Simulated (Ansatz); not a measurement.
# AsBH2: the cost of one run

The runs use Ansatz 0.2.0, Gaussian basis; def2-QZVPP, all electrons in the functionals, frozen cores in the correlation of double hybrids and RPA.

The runs, in order: PBE, BLYP, r2SCAN, B97M-V, PBE0, B3LYP, wB97M-V, B2PLYP, at charge 0, singlet; charge 0, triplet; charge 1, doublet.

6 further runs of the same task are left out: 6 set aside as unsound or not needed.

### 1 The system

The geometry is a PBE0/def2-TZVP stationary point (not a proven minimum). No spin-orbit coupling is included. The filled d shell of As may be among the frozen orbitals whatever the setting's name suggests; the logs give the count.

4 atoms, charge 0, spin multiplicity 1.

Atoms are counted from 1 here; the program's logs count them from 0.

Bond lengths: B1–As2 1.847 Å, B1–H3 1.202 Å, B1–H4 1.202 Å. Angles: As2–B1–H3 120.0°, As2–B1–H4 120.0°, H3–B1–H4 120.0°.

No dispersion term is added; B97M-V, wB97M-V hold VV10 nonlocal correlation. B3LYP takes the VWN-RPA correlation.

The geometry shown and the zero of energy belong to the point charge 0, singlet. The yardstick, RCCSD(T), and other wave-function levels (R restricted, U unrestricted, valence and pair active spaces) come from earlier runs.

### 2 PBE, charge 0, singlet

in.yaml

```yaml
crystal:
  periodic: [false, false, false]
  atoms:
    - {symbol: B, position_ang: [0.000000, 0.000000, 1.563557]}
    - {symbol: As, position_ang: [0.000000, 0.000000, -0.283862]}
    - {symbol: H, position_ang: [0.000000, 1.040965, 2.164713]}
    - {symbol: H, position_ang: [0.000000, -1.040965, 2.164713]}
basis:
  gaussian: {orbitals: "def2-QZVPP.json"}
magnetization: {spin_polarized: true, initial_magnetization: 0}
hamiltonian: {xc: {name: PBE}}
output: {orbitals: {seedname: orbitals}}
```

On the command line:

```bash
$ ansatz run in.yaml --threads 1 --pin off --events-out ev --progress --plain --max-ram 2393MiB
```

Q: Estimate wall time and peak memory on 1 thread of Arm Neoverse V1, shared host.

About 31 s, with a peak of 0.44 GiB.
